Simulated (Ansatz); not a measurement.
# TaO+ (triplet): wave-function methods side by side, def2-TZVPP

The task here is to estimate one member of a computed series from the others.

Program: Ansatz 0.2.0, Gaussian basis. Level of theory: def2-TZVPP, core rule «outside noble gas», up to 5 orbitals frozen. These are calculated values, not measurements.

The runs, in order: UHF; ROHF; CCSD(T) on UHF.

## What is computed

The geometry is a PBE0/def2-TZVP stationary point (not a proven minimum) of the parent state, kept for this charge and spin. No spin-orbit coupling is included. Elements past krypton take def2 core potentials.

2 atoms, charge 1, spin multiplicity 3.

Atoms are counted from 1 here; the program's logs count them from 0.

Bond lengths: Ta1–O2 1.699 Å.

Set-up of the first run:

File in.yaml:

```yaml
crystal:
  periodic: [false, false, false]
  atoms:
    - {symbol: Ta, position_ang: [0.000000, 0.000000, 0.000000]}
    - {symbol: O, position_ang: [0.000000, 0.000000, 1.698600]}
basis:
  gaussian: {orbitals: def2-TZVPP}
total_charge: 1
magnetization: {spin_polarized: true, initial_magnetization: 2}
hamiltonian: {xc: hf}
output: {orbitals: {seedname: orbitals}}
```

The run is started by

```bash
ansatz run in.yaml --threads 1 --pin off --events-out ev --progress --plain --max-ram 4096MiB --backend cpu
```

Among the steps run: UHF; ROHF; CCSD(T) on UHF.

One of the session's tables, all rows but one given; the rest of the session is left out.

| method | from UCCSD(T) (kcal/mol) |
| --- | --- |
| ROHF | ? |
| UHF | +221.93 |
| UMP2 | +3.31 |
| UCCSD | +14.49 |
| UCCSD(T) | 0 |

Estimate the missing values for ROHF.

**Answer.** from UCCSD(T) (kcal/mol): +226.62. In the column «from UCCSD(T) (kcal/mol)» it is the highest.
